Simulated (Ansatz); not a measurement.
Predict the output of the script below (the Python package of Ansatz (0.2.0)).

Contents of `srmg.xyz`:
```text
2
Lattice="0.0 3.499514 3.499514 3.499514 0.0 3.499514 3.499514 3.499514 0.0" Properties=species:S:1:pos:R:3 pbc="T T T"
Sr    3.49951400    3.49951400    3.49951400
Mg    0.00000000    0.00000000    0.00000000
```

The script, `walk_srmg.py`:
```python
# -*- coding: utf-8 -*-
import warnings

import ansatz
import numpy as np

config = {
    'functional': 'lda',
    'k_length': 17,
    'smearing_width': 0.15,
    'tolerance': 1e-06,
}


def main():
    warnings.simplefilter('ignore', ansatz.DeckWarning)

    srmg = ansatz.Crystal.from_extxyz('srmg.xyz')

    start = np.array(srmg.resolved().sites[0].position)
    previous, rows = None, []
    for step in range(5):
        target = start + step * 0.01 * np.eye(3)[0]
        calculation = (
            srmg.move(0, to=target).calculation()
            .functional(config['functional'])
            .kpoints(length=config['k_length'])
            .occupations(ansatz.OccupationsMethod.FERMI_DIRAC, width=config['smearing_width'])
            .mixing('broyden', preconditioner='none')
            .scf(tolerance=config['tolerance'])
            .forces()
        )
        session = calculation.session()
        if previous is not None:
            session.seed_next_step(previous)
        previous = session.plan(retain='wavefunctions').execute()
        data = previous.report
        shift = float(np.linalg.norm((target - start) @ np.array(data['lattice']['cell_ang'])))
        rows.append((step, shift, data['lagrangian_ev'], float(np.linalg.norm(data['forces_ev_ang'][0])), data['n_iterations'], data['n_symmetry_ops']))
    rows = [(row[0], row[1], 1000 * (row[2] - rows[0][2]), *row[3:]) for row in rows]
    lines = [','.join(['step', 'moved A', 'dE meV', 'force on it eV/A', 'iterations', 'symmetry operations'])] + [','.join(f'{v:.4f}' if isinstance(v, float) else str(v) for v in row) for row in rows]
    print('\n'.join(lines))
    with open('walk.csv', 'w') as handle:
        handle.write('\n'.join(lines) + '\n')


if __name__ == '__main__':
    main()
```

```console
$ python walk_srmg.py
step,moved A,dE meV,force on it eV/A,iterations,symmetry operations
0,0.0000,0.0000,0.0000,5,48
1,0.0495,2.0619,0.0834,4,4
2,0.0990,8.2493,0.1668,4,4
3,0.1485,18.5676,0.2504,4,4
4,0.1980,33.0251,0.3341,4,4
```

Reading the output:
- These settings explore the input space; cutoff and mesh may be short of convergence.
- The mesh is modest for a metal, so energies can be off by several to tens of meV an atom and pressures by half a GPa or more; differences at equal mesh fare better.
- A Fermi-Dirac width this large means warm electrons, whose thermal share enters the free energy.
- The program warned that this SCF threshold is loose for forces or stresses.
- This cell is a computed structure, which may not be the phase found in nature.
- The first step keeps the crystal's symmetry; the moved atom lowers it.
- The script silences the warnings on its input, which a real study should read.
- Hardware and time: 10 s on 1 thread of Arm Neoverse V1 (shared host), peak memory 0.37 GiB.
